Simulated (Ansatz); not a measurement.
What does this script print? It uses the Ansatz DFT code, driven from Python.

Script `tlcu4s3.py`:
```python
"""Editing single keys of the input for TlCu4S3."""

import logging
import sys

import ansatz as az
import pandas as pd

logging.basicConfig(stream=sys.stdout, format="[%(levelname)s] %(message)s")
log = logging.getLogger("run")
log.setLevel(logging.INFO)

FUNCTIONAL = "r2scan"
VDW = "d4"
KGRID = (8, 8, 3)
FILLING = "gaussian"
SMEARING_WIDTH = 0.1

structure = (
    az.Lattice.of([3.85232, 0.0, 0.0], [0.0, 3.85232, 0.0], [0.0, 0.0, 9.39927])
    .atom("Tl", [0.0, 0.0, 0.5])
    .atom("Cu", [0.5, 0.0, 0.15912])
    .atom("Cu", [0.5, 0.0, 0.84088])
    .atom("Cu", [0.0, 0.5, 0.84088])
    .atom("Cu", [0.0, 0.5, 0.15912])
    .atom("S", [0.5, 0.5, 0.70947])
    .atom("S", [0.5, 0.5, 0.29053])
    .atom("S", [0.0, 0.0, 0.0])
)

model = (
    structure.calculation()
    .functional(FUNCTIONAL, dispersion=VDW)
    .pseudopotentials("nc")
    .kpoints(*KGRID)
    .occupations(FILLING, width=SMEARING_WIDTH)
    .band_table()
)
typed = model.input()
rows = []
for value in [2, 6, 12]:
    edited = typed.set(az.key.scf.n_extra_bands, value)
    rep = az.Session.from_dict(edited).plan().execute().report
    rows.append((value, rep["free_energy_ev"], rep["n_iterations"], len(rep["eigenvalues_ev"][0]) if "eigenvalues_ev" in rep else 0))
print(pd.DataFrame(rows, columns=["extra bands", "F eV", "iterations", "bands listed"]).round(4).to_string(index=False))
```

```console
$ python tlcu4s3.py
DeckWarning: basis.ecutwfc = 1450 eV, auto-derived from the records' recommended cutoffs: set by Cu (normal level)
RunWarning: dispersion: an atom stands within reach of a switch of its C6 between two reference coordination numbers of its element: through that C6 alone, e_disp changes by 0.025 eV or more while the distances to its neighbours run over a stretch of 0.05 Å that contains this geometry (sites counted from 0 in the run's list of atoms or, in a supercell that it derives, in that cell's: here a list of 8) — site 0 (Tl): coordination number 1.769 (about 1.31 to 2.23 with every neighbour 0.05 Å [...]
 extra bands        F eV  iterations  bands listed
           2 -26910.1066          12            56
           6 -26910.1066          13            60
          12 -26910.1066          13            66
```
(Warnings from the package without file and line, shortened.)

Reading the output:
- The settings weren't tested for convergence.
- No spin polarisation was allowed.
- Such functionals run on norm-conserving files made under PBE, which can move pressures by some GPa.
- Dispersion corrections can be off by several per cent in the lattices of metals, and by several GPa in the pressure at a fixed cell.
- The mesh is modest for a metal, so energies can be off by several to tens of meV an atom and pressures by half a GPa or more; differences at equal mesh fare better.
- Spin-orbit coupling, which matters for elements this heavy, is left out.
- This cell is a computed structure, which may not be the phase found in nature.
- Finished in 12 min on 1 thread of Arm Neoverse V1, with other jobs on the host, peak memory 1.5 GiB.
